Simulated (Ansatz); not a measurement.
# AlGaH (doublet): the correlation ladder, 6-31G

Aim: climb from Hartree-Fock through coupled cluster and multireference methods for AlGaH (doublet) at one geometry and basis, and see what each rung misses.

Program: Ansatz 0.2.0, Gaussian basis. Level of theory: 6-31G, core rule «outside noble gas», up to 19 orbitals frozen. These are calculated values, not measurements.

The runs, in order: UHF; CCSD(T) on ROHF; CCSD(T) on UHF; BCCD(T) on ROHF; CISD; CCSDT(Q) on ROHF; CCSDT(Q) on UHF; CISDTQ; CASSCF and MRCISD+Q, 7 electrons in 9 orbitals; CASSCF and NEVPT2, 7 electrons in 9 orbitals; Full CI; Full CI in the symmetry of the determinant.

14 further runs of the same task are left out: 9 that didn't finish, 5 set aside as unsound or not needed.

## Step 1: The system

The geometry is a PBE0/def2-TZVP stationary point (not a proven minimum) of the parent state, kept for this charge and spin. No spin-orbit coupling is included. The filled d shell of Ga may be among the frozen orbitals whatever the setting's name suggests; the logs give the count.

3 atoms, charge 0, spin multiplicity 2.

Atoms are counted from 1 here; the program's logs count them from 0.

Bond lengths: Al1–Ga2 2.308 Å, Ga2–H3 1.559 Å. Angles: Al1–Ga2–H3 180.0°.

## Step 2: UHF

in.yaml

```yaml
crystal:
  periodic: [false, false, false]
  atoms:
    - {symbol: Al, position_ang: [0.000000, 0.000000, 2.058500]}
    - {symbol: Ga, position_ang: [0.000000, 0.000000, -0.249900]}
    - {symbol: H, position_ang: [0.000000, 0.000000, -1.808600]}
basis:
  gaussian: {orbitals: 6-31G}
magnetization: {spin_polarized: true, initial_magnetization: 1}
hamiltonian: {xc: hf}
output: {orbitals: {seedname: orbitals}}
```

The run is started by

```bash
$ ansatz run in.yaml --threads 1 --pin off --events-out ev --progress --plain --max-ram 2393MiB
```

The runs that follow: CCSD(T) on ROHF; CCSD(T) on UHF; BCCD(T) on ROHF; CISD; CCSDT(Q) on ROHF; CCSDT(Q) on UHF; CISDTQ; CASSCF and MRCISD+Q, 7 electrons in 9 orbitals; CASSCF and NEVPT2, 7 electrons in 9 orbitals; Full CI; Full CI in the symmetry of the determinant.

**Question.** What will the summary of the whole plan be? Wanted: FCI below the RHF energy; RMP2 from FCI; UMP2 from FCI; RCCSD from FCI; RCCSD(T) from FCI; UCCSD(T) from FCI; RCCSDT(Q) from FCI; UCCSDT(Q) from FCI; NEVPT2 valence from FCI.

The runs gave:

```
                         quantity                                                                                                value
         FCI below the RHF energy                                                                                           -2.2130 eV
                    RMP2 from FCI                                                                                      +17.37 kcal/mol
                    UMP2 from FCI                                                                                      +18.02 kcal/mol
                   RCCSD from FCI                                                                                       +1.65 kcal/mol
                RCCSD(T) from FCI                                                                                       +0.56 kcal/mol
                UCCSD(T) from FCI                                                                                       +0.73 kcal/mol
               RCCSDT(Q) from FCI                                                                                       +0.03 kcal/mol
               UCCSDT(Q) from FCI                                                                                       -0.01 kcal/mol
          NEVPT2 valence from FCI                                                                                       +3.94 kcal/mol
        MRCISD+Q valence from FCI                                                                                       +0.10 kcal/mol
levels within 1 kcal/mol (43 meV)  RCCSD(T), UCCSD(T), BCCD(T), RCCSDT, UCCSDT, RCCSDT(Q), UCCSDT(Q), MRCISD valence, MRCISD+Q valence
                    T1 diagnostic                                                                                                0.021
   effectively unpaired electrons                                                                                                 1.12
```

What this shows: RCCSD(T) lands +0.56 kcal/mol from the yardstick (1.1 % of the correlation energy). One determinant dominates. Of the multireference levels listed MRCISD+Q valence comes nearest in total energy (+0.10 kcal/mol), which doesn't show that its space is the better one. These misses are within one basis, not against nature; the frozen cores of restricted and unrestricted runs differ, which can shift their rows.
